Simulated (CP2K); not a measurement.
# Hf2Pd2Se2Br2O3 in CP2K: the effect of functional

The system is Hf2Pd2Se2Br2O3.

```xyz
11
Lattice="7.8653 0.0000 0.0000 7.1220 3.3377 0.0000 -3.9038 -0.8694 12.5875" Properties=species:S:1:pos:R:3 pbc="T T T"
Hf   13.9253    3.1011    0.7734
Hf    7.9814    1.7774    3.5634
Pd    0.6962    0.1550    6.4151
Pd    1.9380    0.4316    9.3534
Se   10.5218    2.3432   10.6448
Se    9.5432    2.1253    7.4015
Br    8.6129    1.9181    0.5690
Br    2.5690    0.5721    3.6065
O     7.3030    1.6264    5.3028
O     5.4932    1.2233    0.9191
O    -0.4017   -0.0895    2.7905
```

The cell was built by a generator and needn't be a form met in nature.

Alike in all runs:

- Program: CP2K 2026.2
- Task: band structure
- Potentials or basis: POTENTIAL_UZH Hf GTH-PBE-q12, Pd GTH-PBE-q18, Se GTH-PBE-q6, Br GTH-PBE-q7, O GTH-PBE-q6; TZVP-MOLOPT-PBE-GTH basis
- Density cutoff: 13606 eV
- k mesh: 8 × 8 × 2
- Occupations: fermi-dirac, width 0.05 eV
- Spin: no spin polarisation

| functional | pressure (GPa) |
| --- | --- |
| vdW-DF-cx | -1.9 |
| LDA | ? |
| PBEsol | -2.4 |
| RPBE | 0.8 |

Q: What does the run with functional LDA give?

A: Pressure -3.6 GPa.

Caveats: the potentials were made for another functional, which shifts forces and pressure; the basis of atomic orbitals isn't converged, which shifts pressures, moduli and gaps.
